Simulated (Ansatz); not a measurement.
**InCl (SMILES [Cl][In]): MP2/STO-3G**

Aim: the electronic atomisation energy of InCl at MP2/STO-3G, from 3 runs. 

Program for the calculation: Ansatz 0.2.0.

47 further runs of the same task are left out: 4 that didn't finish, 43 set aside as unsound or not needed.

## 1. The structure to begin with

InCl has 2 atoms, charge 0, and is taken as a singlet. As SMILES, `[Cl][In]`. Geometry: relaxed at PBE0-D4/def2-TZVP.

Bond lengths: Cl1–In2 2.414 Å.

## 2. The energy at MP2/STO-3G

run.yaml

```yaml
crystal:
  periodic: [false, false, false]
  atoms:
    - symbol: Cl
      position_ang: [0.000000, -0.000000, -0.013930]
    - symbol: In
      position_ang: [-0.000000, 0.000000, 2.399590]
basis:
  gaussian: {orbitals: STO-3G}
correlation: {method: mp2, frozen_orbitals: {Cl: 5, In: 18}}
accuracy: high
```

Started as:

```bash
ansatz run run.yaml --threads 1 --pin off --max-ram 3480MiB --events-out events.jsonl --progress --plain --runs-dir runs
```

The log of the run:

```text
Warning: RAYON_NUM_THREADS=1 ignored (pool sized by the plan → 1); use --threads N
Functional definition: HF
  name "HF"
  exchange = exact_x
  correlation = 0
635 factors; integrals over basis functions are off by at most 1.2e-8 eV
mean field evaluation 1: about -167009.4785 eV, gradient 9.7e0 eV
mean field evaluation 2: about -167009.5173 eV, gradient 9.7e0 eV
mean field evaluation 4: about -167010.3993 eV, gradient 4.5e-1 eV
mean field evaluation 8: about -167010.3997 eV, gradient 8.3e-6 eV
mean field -167010.39966393 eV, -6137.5189839346 hartree, gradient 1.3e-8 eV, S^2 0.000000; 0 other end points of the search recorded, 0 dependent functions left out
23 core orbitals not correlated: weight in the atoms' cores, before any rotation towards them, 1.000 or more for the frozen orbitals, at most 0.000 for the correlated occupied ones
reference -167010.39966393 eV, -6137.5189839346 hartree; 10, 10 occupied and 3, 3 virtual orbitals, 635 factors
second order -0.67568960 eV of doubles, -0.00000000 eV of singles
Total energy: -167011.07535353 eV, -6137.5438150695 hartree
```

Wall time 0.3 s (1 thread of AMD EPYC 9R45 (Zen 5), shared host).

## 3. The Cl atom

run.yaml

```yaml
crystal:
  periodic: [false, false, false]
  atoms:
    - symbol: Cl
      position_ang: [0.000000, 0.000000, 0.000000]
basis:
  gaussian:
    orbitals: STO-3G
magnetization:
  spin_polarized: true
  initial_magnetization: 1
correlation:
  method: mp2
  frozen_orbitals: {Cl: 5}
accuracy: high
```

Run the same way, it converges to -454.54219 Eh (log not shown).

## 4. The In atom, same level

in.yaml

```yaml
basis:
  gaussian:
    orbitals: STO-3G
crystal:
  periodic: [false, false, false]
  atoms:
    - {symbol: In, position_ang: [0.000000, 0.000000, 0.000000]}
magnetization:
  spin_polarized: true
  initial_magnetization: 1
correlation:
  method: mp2
  frozen_orbitals: {In: 18}
accuracy: high
```

Started as:

```bash
ansatz run in.yaml --threads 1 --pin off --max-ram 3480MiB --events-out events.jsonl --progress --plain --runs-dir runs
```

The log of the run:

```text
Warning: RAYON_NUM_THREADS=1 ignored (pool sized by the plan → 1); use --threads N
[... 4 set-up lines as earlier in the session ...]
251 factors; integrals over basis functions are off by at most 4.7e-9 eV
mean field evaluation 1: about -154636.2366 eV, gradient 3.2e-1 eV
mean field evaluation 2: about -154636.2501 eV, gradient 3.2e-1 eV
mean field evaluation 4: about -154636.2504 eV, gradient 2.8e-6 eV
mean field evaluation 8: about -154636.2490 eV, gradient 6.5e-1 eV
mean field evaluation 16: about -154636.2495 eV, gradient 1.1e-1 eV
mean field -154636.25040505 eV, -5682.7773861704 hartree, gradient 7.2e-9 eV, S^2 0.750002; 5 other end points of the search recorded, 0 dependent functions left out
18 core orbitals not correlated: weight in the atoms' cores, before any rotation towards them, 1.000 or more for the frozen orbitals, at most 0.000 for the correlated occupied ones
reference -154636.25040505 eV, -5682.7773861704 hartree; 7, 6 occupied and 2, 3 virtual orbitals, 251 factors
second order -0.39953943 eV of doubles, 0.00000000 eV of singles
Total energy: -154636.64994448 eV, -5682.7920689737 hartree
```

It took 0.14 s on 1 thread of AMD EPYC 9R45 (Zen 5), shared host.

## 5. Outcome

At MP2/STO-3G, 23 core orbitals frozen:

| quantity | value |
| --- | --- |
| molecule: total energy | -6137.54382 Eh |
| molecule: correlation energy (23 core orbitals frozen) | -24.8 mEh |
| Cl atom: total energy | -454.54219 Eh |
| Cl atom: correlation energy (5 core orbitals frozen) | 0.0 mEh |
| Cl atom: ⟨S²⟩ of the reference determinant | 0.750 |
| In atom: total energy | -5682.79207 Eh |
| In atom: correlation energy (18 core orbitals frozen) | -14.7 mEh |
| In atom: ⟨S²⟩ of the reference determinant | 0.750 |
| electronic atomisation energy | 5.702 eV |

**Reading.** Taking the molecule apart into free atoms costs 5.70 eV (131 kcal/mol), before zero-point energy and without spin-orbit coupling. In a minimal basis such a difference can be off by several eV, whatever the method. Relativity is left out (molecule) although the molecule holds a heavy atom. Relativity is left out (In atom) although the molecule holds a heavy atom.
